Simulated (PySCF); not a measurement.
Write an ASE script for PySCF 2.14.0 that does the following.

* Task: G0W0 quasiparticle levels
* Functional: PBE0
* Potentials or basis: def2-svp (all-electron)
* k mesh: 1 × 1 × 1
* Occupations: fixed
* Spin: no spin polarisation
* Exponents discarded below (exp_to_discard): 0 1/bohr^2
* Frozen core bands: 10
* conv_tol: 1e-08 Ha
* max_cycle: 60
* exxdiv: ewald
* Relativity: none
* Coulomb method: Gaussian density fitting (GDF)
* Grid for exchange and correlation: Becke, atom-centred
* Three-centre integrals: read from an earlier run's file

The structure of CGeH6 lies in GeH6C.xyz:

```xyz
8
Lattice="13.0000000000 0.0000000000 0.0000000000 0.0000000000 12.0000000000 0.0000000000 0.0000000000 0.0000000000 13.0000000000" Properties=species:S:1:pos:R:3 pbc="T T T"
C      5.9886000200      6.3858000000      5.4905500000
Ge     6.5963999400      6.0135999600      7.3086500500
H      4.9193999400      6.5997000000      5.4854499700
H      6.5182999700      7.2477000000      5.0835500300
H      6.1749000300      5.5260999600      4.8459499400
H      6.3301999800      7.2237000000      8.2220499400
H      8.1066000600      5.7159000000      7.3196500000
H      5.8538000300      4.7943000000      7.8840499400
```

The input as run:

run.py

```python
import json
import numpy as np
from pyscf.pbc import gto, scf, dft, df
from pyscf.pbc.tools import pyscf_ase
from ase.io import read

atoms = read('GeH6C.xyz')
cell = pyscf_ase.cell_from_ase(atoms)
cell.basis = 'def2-svp'
cell.exp_to_discard = 0
cell.precision = 1e-08
cell.max_memory = 2520  # MB
cell.verbose = 4
cell.build()

res = {}
kpts = cell.make_kpts([1, 1, 1])
mf = dft.KRKS(cell, kpts, xc='pbe0', exxdiv='ewald')
mf = mf.density_fit()
mf.with_df._cderi = 'cderi.h5'  # three-centre integrals saved by an earlier run on this cell, basis and mesh
mf.conv_tol = 1e-08
mf.max_cycle = 60

mf.kernel()
res.update(converged=bool(mf.converged), e_tot=mf.e_tot, nelec=cell.nelectron, nao=cell.nao, mesh=list(map(int, cell.mesh)), a=cell.lattice_vectors().tolist(), coords=cell.atom_coords().tolist(),
           mo_energy=[np.real(x).tolist() for x in mf.mo_energy], mo_occ=[np.real(x).tolist() for x in mf.mo_occ])
import h5py
print('fit functions by k pair:', sorted({v['0'].shape[0] for v in h5py.File(mf.with_df._cderi)['j3c'].values()}))
res.update(kpts=cell.get_scaled_kpts(kpts).tolist())
res['parts'] = {k: float(np.real(v)) for k, v in mf.scf_summary.items() if np.isscalar(v)}
json.dump(res, open('results.json', 'w'))
if not mf.converged:
    raise SystemExit('SCF not converged')

print('levels (eV)')
for i, kp in enumerate(res['kpts'][:40]):
    print('k %7.4f %7.4f %7.4f  ' % tuple(kp), ' '.join('%.3f' % (x * 27.211386) for x in res['mo_energy'][i][:27]))

# Mulliken populations
dm, s = np.asarray(mf.make_rdm1()), np.asarray(mf.get_ovlp())
sites = cell.aoslice_by_atom()[:, 2:]
tot = np.einsum('kij,kji->i', dm, s).real / len(kpts)
res['mulliken'] = [cell.atom_charge(i) - tot[a0:a1].sum() for i, (a0, a1) in enumerate(sites)]
print('Mulliken charges', np.round(res['mulliken'], 5))

from pyscf.pbc.gw.krgw_ac import KRGWAC
gw = KRGWAC(mf, frozen=10)
gw.fc = True
orbs = list(range(19, 25))
gw.kernel(orbs=orbs)
res['orbs'] = orbs
res['qp'] = np.asarray(gw.mo_energy).real.tolist()
res['done'] = True
json.dump(res, open('results.json', 'w'))
```

Potentials or basis: def2-svp (all-electron).

Launch:

```bash
$ OMP_NUM_THREADS=2 python -u run.py > log
```

Results of the run:

```yaml
Gap_between_the_frontier_levels_mean-field_level: 10.26 eV
Mulliken_charges: C -0.30; Ge +0.27; H +0.07, -0.06 e
Quasiparticle_gap: 14.02 eV
```

Caveat: the basis is small and the box finite, so much correlation energy is missing and levels can be off by tenths of an eV; Mulliken charges move with the basis; this is a molecule in a periodic box at the Γ point, so its band gap is the HOMO-LUMO gap; total energy, band gap and charges are those of the mean-field reference; relativity is left out, which matters for the heavier elements; the basis of atomic orbitals isn't converged, which shifts pressures, moduli and gaps.

It took 16 s on 2 threads of AMD EPYC 7R43 64-Core Processor (Zen 3) (shared host), peak memory 1.9 GiB.
